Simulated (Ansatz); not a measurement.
This script for Ansatz 0.2.0, Python API starts 4 runs on CH₇AlFNSi, SMILES [F][AlH][NH]C[SiH3]. What input does the engine get in each?

Script `disp.py`:
```python
import ansatz as az

BASIS_SET = "def2-SVP"

GEOMETRY = """
F    -2.70850    1.88070    0.97700
Al   -1.09130    1.57360    1.54210
N    -0.19610    0.01110    0.90530
C     0.08020    0.07240   -0.53500
Si    0.80170   -1.52960   -1.15010
H    -0.36810    2.59030    2.55930
H     0.81160    0.04080    1.36430
H     0.69250    0.93500   -0.82960
H    -0.97740    0.16950   -0.99160
H     0.95600   -1.46620   -2.57010
H     2.11040   -1.67660   -0.48380
H    -0.03380   -2.65630   -0.75370
"""


def main() -> None:
    system = az.Crystal.molecule()
    for line in GEOMETRY.strip().splitlines():
        symbol, *xyz = line.split()
        system = system.atom(symbol, [float(v) for v in xyz])

    job = system.calculation().basis(gaussian=BASIS_SET)
    for name in ["r2scan", "pbe0"]:
        for correction in ("d3bj", "d4"):
            rep = job.functional(name, dispersion=correction).run(threads=1, backend="cpu").report
            print(f"{name:8s} {correction:5s} total {rep['free_energy_ev']:.5f} eV, of which dispersion {1000 * rep['dispersion']['energy']['ev']:.2f} meV")


if __name__ == "__main__":
    main()
```

Run 1:
```yaml
crystal:
  periodic: [false, false, false]
  atoms:
    - { symbol: F, position_ang: [-2.7085, 1.8807, 0.977] }
    - { symbol: Al, position_ang: [-1.0913, 1.5736, 1.5421] }
    - { symbol: "N", position_ang: [-0.1961, 0.0111, 0.9053] }
    - { symbol: C, position_ang: [0.0802, 0.0724, -0.535] }
    - { symbol: Si, position_ang: [0.8017, -1.5296, -1.1501] }
    - { symbol: H, position_ang: [-0.3681, 2.5903, 2.5593] }
    - { symbol: H, position_ang: [0.8116, 0.0408, 1.3643] }
    - { symbol: H, position_ang: [0.6925, 0.935, -0.8296] }
    - { symbol: H, position_ang: [-0.9774, 0.1695, -0.9916] }
    - { symbol: H, position_ang: [0.956, -1.4662, -2.5701] }
    - { symbol: H, position_ang: [2.1104, -1.6766, -0.4838] }
    - { symbol: H, position_ang: [-0.0338, -2.6563, -0.7537] }
basis:
  gaussian:
    orbitals: def2-SVP
hamiltonian:
  xc: r2scan
  dispersion: d3bj
```

Run 2, against run 1:
```diff
-  dispersion: d3bj
+  dispersion: d4
```

Run 3, against run 1:
```diff
-  xc: r2scan
+  xc: pbe0
```

Run 4, against run 1:
```diff
-  xc: r2scan
-  dispersion: d3bj
+  xc: pbe0
+  dispersion: d4
```

```console
$ python disp.py
DeckWarning: the engine holds no damping parameters fitted to this dispersion correction and functional, so the run takes those fitted to r2scan beside the three-body term, which d3bj leaves out (hamiltonian.dispersion, under Limitations)
r2scan   d3bj  total -19821.20559 eV, of which dispersion -70.67 meV
r2scan   d4    total -19821.19586 eV, of which dispersion -60.94 meV
pbe0     d3bj  total -19813.30016 eV, of which dispersion -218.30 meV
pbe0     d4    total -19813.28821 eV, of which dispersion -206.35 meV
```
(Warnings from the package without file and line.)

Caveats:
- Total energies depend on the basis set; only differences at equal settings carry meaning.
- The geometry is a force-field or estimated start, not a minimum of this method, and the basis set is short of its limit. D4 holds the three-body term, and d3bj doesn't.
- A dispersion term here runs with damping parameters fitted for another variant or functional.
- Timing: 22 s on 1 thread of Arm Neoverse V1, on a shared host, peak memory 0.26 GiB.
